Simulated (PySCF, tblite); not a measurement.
# C₅H₈N₂Si: dynamics, then NMR shifts on frames, part 2 of 2

tblite 0.8.0 and PySCF 2.14.0. Atoms count from 0. Earlier steps stand in the parts before.

## 5. Shielding tensors: 625 fs, PBE0/pcSseg-1

What the job is given:

```
{"job": {"kind": "nmr", "xc": "PBE0", "basis": "pcSseg-1", "pop": false}, "charge": 0, "multiplicity": 1}
C     -1.584000     2.590100     0.647500
C     -1.715800     1.296500     0.480100
C     -0.543800     0.427300     0.367600
N      0.756200     0.777800     0.306500
C      1.426500    -0.376800     0.208200
C      0.634400    -1.463900     0.232000
N     -0.655700    -0.972200     0.309500
Si    -2.042200    -2.011100     0.521400
H     -0.543600     2.909100     0.811400
H     -2.388100     3.280500     0.773200
H     -2.706000     0.839900     0.305900
H      2.478500    -0.370200     0.089100
H      0.815000    -2.530100     0.343300
H     -2.082300    -2.287900     1.970000
H     -1.621300    -3.262100    -0.245700
H     -3.232300    -1.264800     0.161700
```

Level: GIAO PBE0/pcSseg-1 NMR shielding, non-relativistic, gas phase.

Standard output:

```text
coarse grid: 14144 points
cycle   1  E = -593.6898636494  dE =  1.316e+00  |g| = 4.501e-01  |ddm| = 3.798e+00
cycle   2  E = -593.6323597162  dE =  5.750e-02  |g| = 6.820e-01  |ddm| = 1.194e+00
cycle   3  E = -593.7390505423  dE = -1.067e-01  |g| = 1.458e-01  |ddm| = 7.794e-01
cycle   4  E = -593.7436007842  dE = -4.550e-03  |g| = 3.866e-02  |ddm| = 1.356e-01
cycle   5  E = -593.7438846197  dE = -2.838e-04  |g| = 1.466e-02  |ddm| = 4.021e-02
cycle   6  E = -593.7439278566  dE = -4.324e-05  |g| = 4.329e-03  |ddm| = 1.419e-02
cycle   7  E = -593.7439321978  dE = -4.341e-06  |g| = 1.039e-03  |ddm| = 4.311e-03
final grid: 132928 points
cycle   8  E = -593.7883349411  dE = -3.195e-05  |g| = 6.952e-03  |ddm| = 3.483e-02
cycle   9  E = -593.7883300675  dE =  4.874e-06  |g| = 8.371e-03  |ddm| = 1.572e-02
cycle  10  E = -593.7883468205  dE = -1.675e-05  |g| = 1.552e-03  |ddm| = 9.340e-03
cycle  11  E = -593.7883473848  dE = -5.644e-07  |g| = 3.197e-04  |ddm| = 1.659e-03
cycle  12  E = -593.7883474026  dE = -1.778e-08  |g| = 1.563e-04  |ddm| = 3.345e-04
cycle  13  E = -593.7883474076  dE = -4.947e-09  |g| = 3.223e-05  |ddm| = 1.261e-04
cycle  14  E = -593.7883474077  dE = -1.739e-10  |g| = 1.646e-05  |ddm| = 4.635e-05
converged SCF energy = -593.7883474077

GIAO shielding tensors (ppm)
atom      isotropic    diamagn.    paramagn.     s11        s22        s33       span
  0 C       61.498     254.265    -192.767    -52.562     66.600    170.458    223.020
  1 C       57.005     256.607    -199.602    -58.803     74.657    155.161    213.965
  2 C       21.865     255.195    -233.330    -45.531     17.145     93.981    139.512
  3 N      -40.052     333.299    -373.351   -269.390    -93.779    243.013    512.404
  4 C       52.070     253.758    -201.688    -26.916     50.007    133.120    160.036
  5 C       61.425     256.987    -195.563    -18.113     73.608    128.779    146.892
  6 N       82.214     337.038    -254.823    -17.393     74.948    189.089    206.482
  7 Si     404.492     880.827    -476.335    372.825    392.074    448.575     75.749
  8 H       24.133      30.672      -6.540     20.742     22.532     29.124      8.382
  9 H       25.900      28.097      -2.197     23.349     25.382     28.970      5.621
 10 H       24.497      31.485      -6.988     20.812     22.830     29.849      9.038
 11 H       24.744      32.517      -7.773     21.743     25.134     27.356      5.613
 12 H       24.434      32.673      -8.239     21.409     24.480     27.414      6.006
 13 H       26.551      28.791      -2.241     23.499     24.233     31.920      8.421
 14 H       25.651      28.245      -2.593     21.590     25.032     30.332      8.741
 15 H       26.351      30.029      -3.677     21.946     26.715     30.393      8.447
```

Run time: 43 s. Hardware: 1 thread of Arm Neoverse N1, shared host; peak memory 0.85 GiB.

In short: δ C2 165.1, C4 134.9, C1 129.9, C5 125.5, H8 7.58, H12 7.28 ppm.

## 6. NMR shieldings: 800 fs, PBE0/pcSseg-1

What the job is given:

```
{"job": {"kind": "nmr", "xc": "PBE0", "basis": "pcSseg-1", "pop": false}, "charge": 0, "multiplicity": 1}
C     -1.073900     2.634400     0.672400
C     -1.286000     1.389200     1.160100
C     -0.330500     0.390900     0.860000
N      0.901500     0.664400     0.483400
C      1.510000    -0.496300     0.252900
C      0.675700    -1.570500     0.524900
N     -0.551800    -0.963700     0.918700
Si    -2.120600    -1.630400     1.113700
H     -0.131400     2.832000     0.196500
H     -1.914900     3.353400     0.834300
H     -2.175100     1.179200     1.748200
H      2.470300    -0.539100    -0.117700
H      0.675300    -2.600700     0.680000
H     -2.672700    -0.951200     2.253600
H     -2.203900    -3.064900     1.466900
H     -2.899600    -1.541300    -0.091700
```

With the program's defaults for keys left out, this is: GIAO PBE0/pcSseg-1 NMR shielding, non-relativistic, gas phase.

Standard output:

```text
coarse grid: 14144 points
cycle   1  E = -593.6862444057  dE =  1.405e+00  |g| = 4.185e-01  |ddm| = 3.800e+00
cycle   2  E = -593.6352362587  dE =  5.101e-02  |g| = 6.372e-01  |ddm| = 1.138e+00
cycle   3  E = -593.7284948529  dE = -9.326e-02  |g| = 1.340e-01  |ddm| = 7.506e-01
cycle   4  E = -593.7322858902  dE = -3.791e-03  |g| = 3.653e-02  |ddm| = 1.249e-01
cycle   5  E = -593.7325492745  dE = -2.634e-04  |g| = 1.332e-02  |ddm| = 3.652e-02
cycle   6  E = -593.7325850144  dE = -3.574e-05  |g| = 3.458e-03  |ddm| = 1.202e-02
cycle   7  E = -593.7325878117  dE = -2.797e-06  |g| = 6.128e-04  |ddm| = 3.378e-03
final grid: 132928 points
cycle   8  E = -593.7758800012  dE = -3.471e-05  |g| = 6.679e-03  |ddm| = 3.493e-02
cycle   9  E = -593.7758777804  dE =  2.221e-06  |g| = 7.485e-03  |ddm| = 1.407e-02
cycle  10  E = -593.7758909849  dE = -1.320e-05  |g| = 1.343e-03  |ddm| = 7.952e-03
cycle  11  E = -593.7758913904  dE = -4.055e-07  |g| = 3.124e-04  |ddm| = 1.468e-03
cycle  12  E = -593.7758914087  dE = -1.825e-08  |g| = 1.456e-04  |ddm| = 3.408e-04
cycle  13  E = -593.7758914130  dE = -4.353e-09  |g| = 3.065e-05  |ddm| = 1.210e-04
cycle  14  E = -593.7758914132  dE = -1.864e-10  |g| = 1.299e-05  |ddm| = 3.935e-05
converged SCF energy = -593.7758914132

GIAO shielding tensors (ppm)
atom      isotropic    diamagn.    paramagn.     s11        s22        s33       span
  0 C       45.609     253.678    -208.070    -78.904     54.133    161.596    240.501
  1 C       50.331     258.686    -208.355    -76.932     68.976    158.950    235.882
  2 C       27.846     255.113    -227.267    -33.560     16.661    100.435    133.995
  3 N      -28.765     332.542    -361.306   -243.790    -82.691    240.188    483.978
  4 C       50.998     253.005    -202.007    -26.453     44.056    135.391    161.844
  5 C       56.599     253.444    -196.846    -17.964     63.130    124.630    142.595
  6 N       92.907     337.055    -244.148    -10.171     90.239    198.654    208.825
  7 Si     414.331     881.219    -466.887    370.556    397.107    475.332    104.776
  8 H       23.378      31.376      -7.998     20.242     21.160     28.733      8.491
  9 H       24.803      26.331      -1.528     21.624     23.577     29.207      7.582
 10 H       24.172      31.821      -7.649     21.124     21.557     29.836      8.713
 11 H       25.059      32.774      -7.715     22.504     25.027     27.644      5.140
 12 H       25.039      33.348      -8.309     22.096     24.368     28.653      6.557
 13 H       26.773      30.011      -3.238     22.395     26.609     31.314      8.919
 14 H       26.441      28.485      -2.044     22.866     25.312     31.144      8.278
 15 H       27.311      30.120      -2.809     23.809     25.067     33.058      9.248
```

Wall time 41 s (1 thread of Arm Neoverse N1, shared host); peak memory 0.85 GiB.

In short: δ C2 159.1, C0 141.3, C1 136.6, C4 135.9, H8 8.34, H10 7.54 ppm.

## 7. Nuclear shieldings: 1000 fs, PBE0/pcSseg-1

What the job is given:

```
{"job": {"kind": "nmr", "xc": "PBE0", "basis": "pcSseg-1", "pop": false}, "charge": 0, "multiplicity": 1}
C     -0.201900     3.134600     1.148600
C     -0.851400     2.029000     0.853200
C     -0.230900     0.797000     0.447100
N      0.824200     0.678300    -0.314900
C      1.115200    -0.650300    -0.342700
C      0.254300    -1.368200     0.421700
N     -0.607800    -0.441300     0.935800
Si    -1.678900    -0.790100     2.205300
H      0.879300     3.061200     1.030500
H     -0.640400     3.983600     1.494500
H     -1.927400     2.046800     0.887900
H      1.920400    -0.929200    -1.063600
H      0.202500    -2.374000     0.702900
H     -1.133400    -0.113300     3.431300
H     -1.661500    -2.214500     2.375800
H     -3.056600    -0.253000     1.994500
```

Method: GIAO PBE0/pcSseg-1 NMR shielding, non-relativistic, gas phase.

Standard output:

```text
coarse grid: 14144 points
cycle   1  E = -593.6886265364  dE =  1.489e+00  |g| = 4.374e-01  |ddm| = 3.816e+00
cycle   2  E = -593.6426731277  dE =  4.595e-02  |g| = 6.384e-01  |ddm| = 1.131e+00
cycle   3  E = -593.7342273105  dE = -9.155e-02  |g| = 1.380e-01  |ddm| = 7.294e-01
cycle   4  E = -593.7382669270  dE = -4.040e-03  |g| = 3.751e-02  |ddm| = 1.306e-01
cycle   5  E = -593.7385485962  dE = -2.817e-04  |g| = 1.301e-02  |ddm| = 3.828e-02
cycle   6  E = -593.7385819018  dE = -3.331e-05  |g| = 3.642e-03  |ddm| = 1.172e-02
cycle   7  E = -593.7385848267  dE = -2.925e-06  |g| = 8.545e-04  |ddm| = 3.351e-03
final grid: 132928 points
cycle   8  E = -593.7825531140  dE = -3.176e-05  |g| = 6.994e-03  |ddm| = 3.377e-02
cycle   9  E = -593.7825490818  dE =  4.032e-06  |g| = 8.213e-03  |ddm| = 1.520e-02
cycle  10  E = -593.7825650159  dE = -1.593e-05  |g| = 1.468e-03  |ddm| = 8.781e-03
cycle  11  E = -593.7825655203  dE = -5.044e-07  |g| = 2.805e-04  |ddm| = 1.456e-03
cycle  12  E = -593.7825655356  dE = -1.534e-08  |g| = 1.259e-04  |ddm| = 3.091e-04
cycle  13  E = -593.7825655388  dE = -3.199e-09  |g| = 2.474e-05  |ddm| = 9.916e-05
cycle  14  E = -593.7825655389  dE = -1.069e-10  |g| = 1.245e-05  |ddm| = 3.431e-05
converged SCF energy = -593.7825655389

GIAO shielding tensors (ppm)
atom      isotropic    diamagn.    paramagn.     s11        s22        s33       span
  0 C       56.095     255.266    -199.171    -62.030     58.732    171.583    233.613
  1 C       55.147     255.743    -200.596    -62.837     67.787    160.491    223.328
  2 C       29.377     254.637    -225.259    -42.487     28.504    102.116    144.603
  3 N      -52.185     333.411    -385.595   -269.101   -113.300    225.847    494.947
  4 C       47.586     255.729    -208.143    -24.055     43.133    123.681    147.736
  5 C       63.243     255.005    -191.762    -18.292     78.435    129.585    147.877
  6 N       99.325     334.908    -235.583      7.577     94.124    196.275    188.697
  7 Si     408.060     880.674    -472.614    370.777    396.118    457.285     86.508
  8 H       25.136      31.290      -6.154     21.236     23.573     30.600      9.364
  9 H       26.386      29.904      -3.518     22.818     26.493     29.847      7.029
 10 H       25.010      30.957      -5.947     22.495     23.508     29.028      6.533
 11 H       23.715      30.897      -7.182     20.356     24.603     26.186      5.830
 12 H       25.196      34.086      -8.890     22.437     25.257     27.895      5.458
 13 H       26.463      28.042      -1.579     22.912     25.010     31.467      8.555
 14 H       27.046      29.423      -2.377     22.554     26.618     31.965      9.411
 15 H       26.257      28.568      -2.311     22.723     25.014     31.035      8.312
```

It took 42 s on 1 thread of Arm Neoverse N1, shared host; peak memory 0.86 GiB.

In short: δ C2 157.5, C4 139.3, C1 131.8, C0 130.8, H11 8.00, H10 6.71 ppm.

## 8. Run by run: NMR shifts

Shifts (ppm) of some atoms, chosen among heavy atoms and hydrogens apart, with basis size and wall time:

| frame | C5 | C0 | H8 | H9 | N3 | N6 | Si7 | functions | time |
| --- | --- | --- | --- | --- | --- | --- | --- | --- | --- |
| 250 fs | 134.4 | 133.9 | 7.93 | 6.61 | 316.3 | 175.8 | -55.4 | 183 | 41 s |
| 425 fs | 126.8 | 135.4 | 7.42 | 7.21 | 314.6 | 162.8 | -67.2 | 183 | 39 s |
| 625 fs | 125.5 | 125.4 | 7.58 | 5.82 | 307.8 | 185.5 | -55.3 | 183 | 43 s |
| 800 fs | 130.3 | 141.3 | 8.34 | 6.91 | 296.5 | 174.8 | -65.2 | 183 | 41 s |
| 1000 fs | 123.7 | 130.8 | 6.58 | 5.33 | 319.9 | 168.4 | -58.9 | 183 | 42 s |

## 9. Summary of results

What follows sums up all 2 parts.

| quantity | value |
| --- | --- |
| thermostat | 300 K |
| mean temperature, second half | 314 K |
| mean potential energy above the minimum | 0.53 eV |
| ¹³C shifts against TMS (PBE0/pcSseg-1, 250 fs) | 157.9, 140.6, 134.4, 133.9, 130.2 ppm |
| ¹H shifts against TMS (PBE0/pcSseg-1, 250 fs) | 7.93, 7.69, 6.72, 6.68, 6.61, 5.64, 5.38, 5.24 ppm |
| ¹⁵N shifts against NH3 (PBE0/pcSseg-1, 250 fs) | 316.3, 175.8 ppm |
| ²⁹Si shifts against TMS (PBE0/pcSseg-1, 250 fs) | -55.4 ppm |
| range of the shift of N3 | 296.5 to 319.9 ppm |

**Reading.** In the second half the potential energy averages 0.53 eV above the minimum; equipartition over 42 harmonic modes at 300 K would give 0.54 eV. With 16 atoms the temperature swings widely (134 to 452 K). Shifts at one fixed geometry are not the observed spectrum, which averages over the motion. In the first frame run (250 fs): The largest span, 529 ppm, is at N3, where the paramagnetic term is -382 ppm. NICS(1)zz of -27 ppm above the planar ring from C2 marks a diatropic (aromatic) ring current. In ppm, N3 moves most: its shift spreads over 23.4 ppm, from 296.5 (800 fs) to 319.9 (1000 fs).
